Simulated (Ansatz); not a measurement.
# BH₂O₂S radical: up Jacob's ladder to CCSD(T)

One table from this session's results is given with a row withheld; the runs are named, their logs left out.

Computed with Ansatz 0.2.0, Gaussian basis. Level: functionals in def2-TZVPP, the program's frozen cores in correlated methods.

Plan: LDA (SPW92), PBE-D4, revPBE-D4, BLYP-D4, r2SCAN-D4, B97M-V, PBE0-D4, B3LYP-D4, r2SCANh-D4, r2SCAN0-D4, HSE06-D4, BHLYP-D4, CAM-B3LYP-D4, LC-ωPBE, ωB97X-V, ωB97M-V, B2PLYP, PBE-QIDH; CCSD(T)/def2-SVP; CCSD(T)/def2-TZVPP; MP2/def2-QZVPP; extrapolation to the limit; RPA on PBE.

## Structure used throughout

All runs share one geometry, relaxed beforehand with PBE0-D4 in a triple-zeta def2 set.

SMILES `OB(O)[S]`, 6 atoms, charge 0, spin multiplicity 2.

Atoms are counted from 1 here; the program's logs count them from 0.

Bond lengths: O1–B2 1.365 Å, O1–H5 0.959 Å, B2–O3 1.355 Å, B2–S4 1.820 Å, O3–H6 0.962 Å. Angles: B2–O1–H5 115.3°, O1–B2–O3 119.9°, O1–B2–S4 121.8°, O3–B2–S4 118.3°, B2–O3–H6 112.1°.

The first run:

in.yaml

```yaml
crystal:
  periodic: [false, false, false]
  atoms:
    - {symbol: O, position_ang: [0.166757, 1.048329, -0.381643]}
    - {symbol: B, position_ang: [-0.131819, -0.234271, -0.021184]}
    - {symbol: O, position_ang: [0.605117, -0.858607, 0.929439]}
    - {symbol: S, position_ang: [-1.507320, -1.149903, -0.785030]}
    - {symbol: H, position_ang: [-0.396512, 1.425847, -1.059609]}
    - {symbol: H, position_ang: [1.305977, -0.295396, 1.271826]}
basis:
  gaussian: {orbitals: def2-TZVPP}
magnetization: {spin_polarized: true, initial_magnetization: 1}
hamiltonian: {xc: lda}
output: {orbitals: {seedname: orbitals}}
```

Steps of the session up to this table: LDA; PBE-D4 (GGA); revPBE-D4 (GGA); BLYP-D4 (GGA); r2SCAN-D4 (meta-GGA); B97M-V (meta-GGA); PBE0-D4 (hybrid); B3LYP-D4 (hybrid); r2SCANh-D4 (hybrid); r2SCAN0-D4 (hybrid); HSE06-D4 (hybrid); BHLYP-D4 (hybrid); CAM-B3LYP-D4 (range-separated); LC-ωPBE-D4 (range-separated; the results give it without D4); ωB97X-V (range-separated); ωB97M-V (range-separated); B2PLYP (double hybrid); PBE-QIDH (double hybrid).

One of the session's tables, all rows but one given; the rest of the session is left out.

It belongs to the step «Orbital energies across the functionals». 

| functional | HOMO (eV) | LUMO (eV) | gap (eV) |
| --- | --- | --- | --- |
| LDA (SPW92) | -6.32 | -6.08 | 0.24 |
| PBE-D4 | ? | ? | ? |
| revPBE-D4 | -6.16 | -5.43 | 0.73 |
| BLYP-D4 | -6.06 | -5.54 | 0.52 |
| r2SCAN-D4 | -6.51 | -5.16 | 1.36 |
| B97M-V | -6.55 | -5.35 | 1.20 |
| PBE0-D4 | -7.50 | -4.38 | 3.11 |
| B3LYP-D4 | -7.25 | -4.79 | 2.46 |
| r2SCANh-D4 | -6.99 | -4.73 | 2.26 |
| r2SCAN0-D4 | -7.69 | -4.09 | 3.61 |
| HSE06-D4 | -7.09 | -4.78 | 2.31 |
| BHLYP-D4 | -8.64 | -3.24 | 5.40 |
| CAM-B3LYP-D4 | -8.86 | -3.27 | 5.59 |
| LC-ωPBE | -10.29 | -1.75 | 8.54 |
| ωB97X-V | -9.90 | -2.27 | 7.63 |
| ωB97M-V | -9.68 | -2.38 | 7.30 |

Estimate the missing values for PBE-D4.

**Answer.** HOMO (eV): -6.21; LUMO (eV): -5.57; gap (eV): 0.64. In the column «HOMO (eV)» it lies between LDA (SPW92) (-6.32) and revPBE-D4 (-6.16).
